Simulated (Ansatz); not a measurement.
**C₃H₇AlSi: one species, many methods**

An exercise on one series of results from a longer session: the logs are not shown, and one member is left open.

Method: functionals in def2-TZVPP, the program's frozen cores in correlated methods; program: Ansatz 0.2.0, Gaussian basis.

The runs, in order: PBE-D4, r2SCAN-D4, PBE0-D4, B3LYP-D4, ωB97X-V, ωB97M-V, B2PLYP; CCSD(T)/def2-TZVPP; MP2/def2-QZVPP; extrapolation to the limit.

### The geometry

The geometry comes from an earlier relaxation with PBE0-D4 in a triple-zeta def2 set; it is a stationary point, not always the lowest conformer.

12 atoms, charge 0, spin multiplicity 1.

Atoms are counted from 1 here; the program's logs count them from 0.

Bond lengths: C1–C2 1.269 Å, C1–Al4 2.050 Å, C1–H6 1.075 Å, C2–C3 1.354 Å, C2–Al4 2.089 Å, C3–Al4 2.332 Å, C3–Si5 1.868 Å, C3–H7 1.090 Å, Al4–H8 1.580 Å, Al4–H9 1.581 Å, Si5–H10 1.485 Å, Si5–H11 1.483 Å, Si5–H12 1.488 Å. Angles: C2–C1–Al4 73.8°, C2–C1–H6 138.6°, Al4–C1–H6 147.6°, C1–C2–C3 152.7°, C1–C2–Al4 70.5°, C3–C2–Al4 82.3°, C2–C3–Al4 62.6°, C2–C3–Si5 121.9°, C2–C3–H7 117.0°, Al4–C3–Si5 111.9°, Al4–C3–H7 109.2°, Si5–C3–H7 118.5°, C1–Al4–C2 35.7°, C1–Al4–C3 70.8°, C1–Al4–H8 115.6°, C1–Al4–H9 114.5°, C2–Al4–C3 35.1°, C2–Al4–H8 115.7° and more.

Set-up of the first run:

in.yaml reads:

```yaml
crystal:
  periodic: [false, false, false]
  atoms:
    - {symbol: C, position_ang: [-0.875898, 1.389149, 1.380363]}
    - {symbol: C, position_ang: [-0.567906, 1.088205, 0.186888]}
    - {symbol: C, position_ang: [-0.318013, 0.199322, -0.803764]}
    - {symbol: Al, position_ang: [-0.987376, -0.654407, 1.259984]}
    - {symbol: Si, position_ang: [1.420331, -0.325027, -1.243223]}
    - {symbol: H, position_ang: [-0.963829, 2.267775, 1.993045]}
    - {symbol: H, position_ang: [-1.110885, 0.036454, -1.533771]}
    - {symbol: H, position_ang: [-2.437698, -1.248802, 1.059614]}
    - {symbol: H, position_ang: [0.274967, -1.415046, 1.832598]}
    - {symbol: H, position_ang: [1.428496, -1.766972, -1.598209]}
    - {symbol: H, position_ang: [2.304129, -0.069811, -0.080495]}
    - {symbol: H, position_ang: [1.910681, 0.443861, -2.419230]}
basis:
  gaussian: {orbitals: def2-TZVPP}
hamiltonian: {xc: pbe, dispersion: d4}
output: {forces: true, orbitals: {seedname: orbitals}}
```

Launch:

```
> ansatz run in.yaml --threads 4 --pin off --events-out ev --progress --plain --max-ram 10444MiB
```

Steps of the session up to this table: PBE-D4 (GGA); r2SCAN-D4 (meta-GGA); PBE0-D4 (hybrid); B3LYP-D4 (hybrid); ωB97X-V (range-separated); ωB97M-V (range-separated); B2PLYP (double hybrid); CCSD(T) in def2-TZVPP; MP2 in def2-QZVPP.

One of the session's tables, all rows but one given; the rest of the session is left out.

```
            method  atomisation energy (kJ/mol)
            PBE-D4                       4357.1
         r2SCAN-D4                       4323.9
           PBE0-D4                       4301.8
          B3LYP-D4                            ?
           ωB97X-V                       4303.4
           ωB97M-V                       4305.1
            B2PLYP                       4246.2
     HF/def2-TZVPP                       3193.4
    MP2/def2-TZVPP                       4241.3
   CCSD/def2-TZVPP                       4118.4
CCSD(T)/def2-TZVPP                       4186.4
           MP2/CBS                       4346.8
       CCSD(T)/CBS                       4291.9
```

Estimate the missing values for B3LYP-D4.

The run gave: atomisation energy (kJ/mol): 4293.0. In the column «atomisation energy (kJ/mol)» it lies between CCSD(T)/CBS (4291.9) and PBE0-D4 (4301.8).
